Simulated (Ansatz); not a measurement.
Born–Oppenheimer molecular dynamics of a periodic cell of 24 atoms, CsHS (host CsHS, host structure I4/m). It goes on from the last frame of an earlier run, with new velocities.

Computed with Ansatz, DFT PBE-D3(BJ), scalar-relativistic, plane waves, PAW. Settings: cutoff 420 eV, k mesh 1x1x1, fermi-dirac smearing 0.05 eV, no spin polarisation.

```
ensemble        : NVT, Langevin thermostat
time step       : 0.75 fs
steps asked     : 400
set temperature : 1440 K
friction        : 0.05 /fs
seed            : 633549
```

Frames 1.5 fs apart, positions in Å.

Velocities at 262.5 fs (Å/ps):

```
Cs 1.51 3.20 -5.16
Cs -1.66 1.04 4.83
Cs 3.35 -2.52 1.84
Cs 1.52 -3.08 2.01
H 4.10 -18.49 37.92
H 48.10 -13.44 -0.17
H 11.34 -41.05 1.81
H -12.42 -10.44 78.04
S 4.82 0.30 -9.26
S -5.20 -1.74 -18.18
S 0.95 5.24 -0.97
S -3.73 -1.32 -5.16
Cs 1.46 -1.55 3.62
Cs -1.41 -1.86 -7.04
Cs 2.01 5.53 1.19
Cs 2.29 2.75 -2.77
H -2.19 -53.88 -46.65
H 37.42 -17.42 -10.55
H -3.66 36.69 13.34
H 35.19 -6.87 -22.13
S 1.49 -2.37 -0.10
S 1.95 -1.31 -1.13
S -0.73 8.26 -3.66
S 5.56 1.97 -0.07
```

```xyz
24
Lattice="8.3099 0.0000 0.0000 0.0000 8.3099 0.0000 0.0000 0.0000 9.1629" Properties=species:S:1:pos:R:3 time_fs=262.5 energy_less_start_eV=1.661 T=1258
Cs 3.314 -0.007 2.911
Cs -0.870 0.491 2.238
Cs 0.308 -0.147 7.242
Cs 0.118 4.289 1.806
H 0.480 1.678 0.327
H 2.156 5.975 5.639
H 1.818 6.759 0.954
H 3.761 1.994 5.083
S 6.073 1.900 -0.584
S 1.859 1.713 0.464
S 2.372 2.408 4.906
S 6.603 2.850 4.569
Cs 0.370 4.206 7.267
Cs 4.533 4.136 6.501
Cs 4.337 4.328 1.834
Cs 4.102 0.053 7.448
H 7.226 5.947 4.736
H 6.522 0.611 -0.672
H 5.923 1.845 4.683
H 6.332 7.473 -0.294
S 2.014 6.016 4.236
S 5.968 6.758 4.860
S 7.152 6.505 0.201
S 2.604 5.757 -0.035
24
Lattice="8.3099 0.0000 0.0000 0.0000 8.3099 0.0000 0.0000 0.0000 9.1629" Properties=species:S:1:pos:R:3 time_fs=264.0 energy_less_start_eV=1.392 T=1428
Cs 3.315 -0.004 2.905
Cs -0.873 0.493 2.243
Cs 0.312 -0.151 7.245
Cs 0.120 4.283 1.808
H 0.501 1.667 0.385
H 2.214 5.958 5.614
H 1.838 6.682 0.915
H 3.719 1.991 5.204
S 6.083 1.901 -0.600
S 1.855 1.708 0.435
S 2.373 2.415 4.905
S 6.598 2.852 4.563
Cs 0.372 4.204 7.272
Cs 4.530 4.132 6.490
Cs 4.339 4.336 1.837
Cs 4.106 0.056 7.445
H 7.197 5.866 4.659
H 6.585 0.603 -0.700
H 5.877 1.847 4.698
H 6.380 7.463 -0.327
S 2.018 6.014 4.237
S 5.973 6.756 4.857
S 7.152 6.516 0.198
S 2.612 5.765 -0.035
24
Lattice="8.3099 0.0000 0.0000 0.0000 8.3099 0.0000 0.0000 0.0000 9.1629" Properties=species:S:1:pos:R:3 time_fs=265.5 energy_less_start_eV=0.884 T=1557
Cs 3.318 0.000 2.900
Cs -0.875 0.495 2.246
Cs 0.316 -0.156 7.246
Cs 0.122 4.279 1.810
H 0.524 1.672 0.424
H 2.281 5.913 5.553
H 1.872 6.581 0.806
H 3.650 1.987 5.302
S 6.096 1.901 -0.618
S 1.857 1.702 0.412
S 2.370 2.420 4.903
S 6.592 2.859 4.558
Cs 0.373 4.198 7.275
Cs 4.529 4.127 6.481
Cs 4.340 4.346 1.841
Cs 4.109 0.055 7.442
H 7.127 5.806 4.571
H 6.618 0.634 -0.743
H 5.779 1.802 4.712
H 6.428 7.471 -0.357
S 2.022 6.016 4.242
S 5.979 6.750 4.852
S 7.153 6.524 0.193
S 2.617 5.779 -0.036
24
Lattice="8.3099 0.0000 0.0000 0.0000 8.3099 0.0000 0.0000 0.0000 9.1629" Properties=species:S:1:pos:R:3 time_fs=267.0 energy_less_start_eV=1.032 T=1634
Cs 3.319 0.003 2.895
Cs -0.875 0.496 2.250
Cs 0.321 -0.163 7.246
Cs 0.125 4.276 1.812
H 0.540 1.702 0.486
H 2.368 5.870 5.498
H 1.901 6.482 0.677
H 3.554 1.977 5.373
S 6.113 1.901 -0.637
S 1.863 1.700 0.394
S 2.373 2.425 4.901
S 6.582 2.870 4.555
Cs 0.371 4.191 7.280
Cs 4.529 4.122 6.473
Cs 4.341 4.354 1.844
Cs 4.112 0.052 7.440
H 7.022 5.807 4.482
H 6.609 0.677 -0.787
H 5.689 1.773 4.706
H 6.473 7.487 -0.407
S 2.024 6.021 4.245
S 5.991 6.746 4.843
S 7.152 6.526 0.183
S 2.616 5.798 -0.038
24
Lattice="8.3099 0.0000 0.0000 0.0000 8.3099 0.0000 0.0000 0.0000 9.1629" Properties=species:S:1:pos:R:3 time_fs=268.5 energy_less_start_eV=1.431 T=1525
Cs 3.321 0.005 2.891
Cs -0.871 0.498 2.252
Cs 0.325 -0.170 7.245
Cs 0.131 4.273 1.811
H 0.551 1.762 0.557
H 2.472 5.853 5.463
H 1.879 6.459 0.601
H 3.458 1.968 5.442
S 6.131 1.903 -0.652
S 1.872 1.698 0.382
S 2.371 2.431 4.899
S 6.566 2.884 4.549
Cs 0.367 4.184 7.285
Cs 4.529 4.117 6.465
Cs 4.341 4.356 1.847
Cs 4.115 0.050 7.436
H 6.899 5.856 4.402
H 6.593 0.717 -0.849
H 5.616 1.770 4.681
H 6.483 7.504 -0.453
S 2.022 6.024 4.247
S 6.004 6.739 4.833
S 7.151 6.527 0.179
S 2.611 5.818 -0.043
24
Lattice="8.3099 0.0000 0.0000 0.0000 8.3099 0.0000 0.0000 0.0000 9.1629" Properties=species:S:1:pos:R:3 time_fs=270.0 energy_less_start_eV=1.143 T=1437
Cs 3.324 0.006 2.892
Cs -0.867 0.502 2.254
Cs 0.327 -0.177 7.244
Cs 0.136 4.271 1.808
H 0.580 1.802 0.605
H 2.602 5.809 5.455
H 1.756 6.521 0.590
H 3.392 1.955 5.514
S 6.151 1.903 -0.662
S 1.882 1.701 0.372
S 2.366 2.438 4.896
S 6.550 2.893 4.545
Cs 0.363 4.179 7.287
Cs 4.529 4.111 6.458
Cs 4.341 4.356 1.848
Cs 4.119 0.046 7.430
H 6.780 5.898 4.306
H 6.595 0.724 -0.921
H 5.588 1.800 4.643
H 6.461 7.532 -0.476
S 2.020 6.023 4.249
S 6.022 6.731 4.823
S 7.149 6.529 0.180
S 2.608 5.833 -0.048
24
Lattice="8.3099 0.0000 0.0000 0.0000 8.3099 0.0000 0.0000 0.0000 9.1629" Properties=species:S:1:pos:R:3 time_fs=271.5 energy_less_start_eV=1.027 T=1397
Cs 3.326 0.007 2.897
Cs -0.864 0.507 2.258
Cs 0.327 -0.185 7.244
Cs 0.140 4.269 1.805
H 0.610 1.837 0.610
H 2.730 5.778 5.422
H 1.608 6.623 0.600
H 3.347 1.917 5.588
S 6.168 1.910 -0.667
S 1.892 1.704 0.366
S 2.362 2.442 4.895
S 6.537 2.896 4.540
Cs 0.359 4.175 7.287
Cs 4.529 4.107 6.453
Cs 4.339 4.356 1.849
Cs 4.122 0.043 7.425
H 6.708 5.891 4.185
H 6.602 0.686 -0.984
H 5.569 1.869 4.595
H 6.437 7.534 -0.500
S 2.018 6.024 4.249
S 6.043 6.730 4.820
S 7.149 6.532 0.180
S 2.612 5.847 -0.060
24
Lattice="8.3099 0.0000 0.0000 0.0000 8.3099 0.0000 0.0000 0.0000 9.1629" Properties=species:S:1:pos:R:3 time_fs=273.0 energy_less_start_eV=1.243 T=1443
Cs 3.328 0.009 2.900
Cs -0.862 0.513 2.263
Cs 0.329 -0.193 7.244
Cs 0.145 4.267 1.803
H 0.661 1.874 0.615
H 2.832 5.750 5.355
H 1.474 6.710 0.573
H 3.334 1.864 5.669
S 6.187 1.918 -0.668
S 1.901 1.710 0.363
S 2.359 2.443 4.897
S 6.521 2.897 4.537
Cs 0.353 4.170 7.286
Cs 4.528 4.101 6.450
Cs 4.338 4.357 1.851
Cs 4.123 0.043 7.419
H 6.677 5.857 4.049
H 6.632 0.648 -1.044
H 5.533 1.938 4.566
H 6.418 7.507 -0.502
S 2.018 6.022 4.248
S 6.064 6.731 4.821
S 7.147 6.533 0.183
S 2.614 5.859 -0.073
24
Lattice="8.3099 0.0000 0.0000 0.0000 8.3099 0.0000 0.0000 0.0000 9.1629" Properties=species:S:1:pos:R:3 time_fs=274.5 energy_less_start_eV=1.619 T=1341
Cs 3.330 0.013 2.903
Cs -0.860 0.518 2.267
Cs 0.331 -0.201 7.243
Cs 0.150 4.263 1.801
H 0.689 1.898 0.640
H 2.925 5.720 5.257
H 1.387 6.759 0.508
H 3.318 1.814 5.734
S 6.209 1.924 -0.668
S 1.912 1.714 0.363
S 2.358 2.441 4.901
S 6.501 2.900 4.535
Cs 0.348 4.163 7.287
Cs 4.528 4.094 6.449
Cs 4.337 4.359 1.853
Cs 4.120 0.044 7.414
H 6.691 5.805 3.913
H 6.661 0.621 -1.084
H 5.512 1.998 4.540
H 6.425 7.458 -0.475
S 2.024 6.020 4.247
S 6.084 6.732 4.828
S 7.144 6.535 0.187
S 2.614 5.868 -0.087
```

Of the whole run (300 fs, mean temperature of the second half 1440 K): A run of 0.3 ps of so small a system gives no equilibrium averages. Limits of this set-up: coarse k mesh.

Run time: 24 min on 1 thread of Arm Neoverse V1, on a shared host, peak memory 0.57 GiB.
